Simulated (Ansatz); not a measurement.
# Cl3HSi: the cost of one run

The runs use Ansatz 0.2.0, Gaussian basis; PBE0-D4/pcseg-2.

## Step 1: The system as given

The start, a first-order saddle point found at PBE0-D4 in triple zeta: 5 atoms, charge 0, spin multiplicity 1.

Atoms are counted from 1 here; the program's logs count them from 0.

Bond lengths: Si1–Cl2 2.042 Å, Si1–Cl3 2.042 Å, Si1–H4 1.644 Å, H4–Cl5 1.572 Å. Angles: Cl2–Si1–Cl3 107.0°, Cl2–Si1–H4 119.9°, Cl3–Si1–H4 119.9°, Si1–H4–Cl5 103.4°.

Coordinates:

```xyz
5
Cl3HSi
Si   -0.2274   -0.2124   -0.5771
Cl    1.6771   -0.7932   -1.0284
Cl   -1.1012   -1.7628    0.4232
H    -0.5241    1.3355   -0.1110
Cl    0.1755    1.4329    1.2932
```

## Step 2: Dynamics

File md/in.yaml:

```yaml
crystal:
  periodic: [false, false, false]
  atoms:
    - {symbol: Si, position_ang: [-0.227364, -0.212416, -0.577083]}
    - {symbol: Cl, position_ang: [1.677102, -0.793204, -1.028414]}
    - {symbol: Cl, position_ang: [-1.101233, -1.762826, 0.423219]}
    - {symbol: H, position_ang: [-0.524050, 1.335528, -0.110986]}
    - {symbol: Cl, position_ang: [0.175544, 1.432918, 1.293164]}
basis:
  gaussian: {orbitals: pcseg-2}
hamiltonian: {xc: pbe0, dispersion: d4}
md: {n_steps: 80, timestep: 0.25, temperature: 700, ensemble: nve, seed: 389, initial_velocities: maxwell_boltzmann}
```

Started as:

```
$ ansatz run in.yaml --threads 2 --pin off --events-out ev --progress --plain --max-ram 4352MiB
```

**Question.** How long does this run take on 2 threads of Arm Neoverse V2, shared host?

About 4 min.
